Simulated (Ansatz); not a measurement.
# BH5NPS, SMILES NBPS: a rigid scan of one bond length

With the Python package of Ansatz (0.2.0).

Run as a notebook:

```python
import ansatz as az
import numpy as np

geometry_ang = [
    ("N", (0.6372, 1.3455, -0.7054)),
    ("B", (0.8134, -0.088, -0.4282)),
    ("P", (-0.7144, -1.2923, -0.2816)),
    ("S", (-1.0221, -0.7469, 1.7775)),
    ("H", (0.0212, 1.4406, -1.6085)),
    ("H", (0.0029, 1.7877, 0.0575)),
    ("H", (1.9457, -0.5014, -0.3476)),
    ("H", (0.1832, -2.4176, 0.0807)),
    ("H", (-1.7786, 0.4262, 1.4386)),
]
geometry = az.Crystal.molecule()
for symbol, xyz in geometry_ang:
    geometry = geometry.atom(symbol, xyz)
```

```python
symbols = [site.symbol for site in geometry.cartesian_sites]
start = np.array([site.position_ang for site in geometry.cartesian_sites])
axis = (start[2] - start[1]) / np.linalg.norm(start[2] - start[1])
moving = [2, 3, 7, 8]
lengths, energies = [1.717, 1.795, 1.873, 1.951, 2.029, 2.107, 2.185, 2.302], []
for length in lengths:
    xyz = start.copy()
    xyz[moving] += (length - np.linalg.norm(start[2] - start[1])) * axis
    point = az.Crystal.molecule()
    for symbol, place in zip(symbols, xyz):
        point = point.atom(symbol, place.tolist())
    job = (
        point.calculation()
        .basis(gaussian="6-31G*")
        .functional("R2SCAN0")
    )
    summary = job.run(threads=1, pin="off").report
    energies.append(summary["free_energy_ev"])
    print(f"r = {length:6.3f} A  E = {energies[-1]:.5f} eV  <S^2> = {abs(summary['mean_field']['state']['spin_squared']):.3f}")
```

    r =  1.717 A  E = -22366.33891 eV  <S^2> = 0.000
    r =  1.795 A  E = -22366.70252 eV  <S^2> = 0.000
    r =  1.873 A  E = -22366.89131 eV  <S^2> = 0.000
    r =  1.951 A  E = -22366.95357 eV  <S^2> = 0.000
    r =  2.029 A  E = -22366.92514 eV  <S^2> = 0.000
    r =  2.107 A  E = -22366.83264 eV  <S^2> = 0.000
    r =  2.185 A  E = -22366.69589 eV  <S^2> = 0.000
    r =  2.302 A  E = -22366.43909 eV  <S^2> = 0.000

```python
# quartic fit about the minimum
fit = np.polynomial.Polynomial.fit(lengths, np.array(energies) - min(energies), 4).convert()
roots = [r.real for r in fit.deriv().roots() if abs(r.imag) < 1e-9 and fit.deriv(2)(r.real) > 0]
r_e = min(roots, key=lambda r: abs(r - lengths[int(np.argmin(energies))]))
print(f"minimum of the fit at {r_e:.4f} A, force constant {fit.deriv(2)(r_e):.2f} eV/A^2")
```

    minimum of the fit at 1.9606 A, force constant 14.31 eV/A^2

Total energies depend on the basis set; only differences at equal settings carry meaning. The rest of the molecule is held rigid at a force-field or estimated start geometry, and the basis set is modest; single-reference methods fail as a bond breaks. The orbitals are restricted, so S² is zero by construction. The whole script took 41 s on 1 thread of Arm Neoverse V1, on a shared host, peak memory 0.24 GiB.
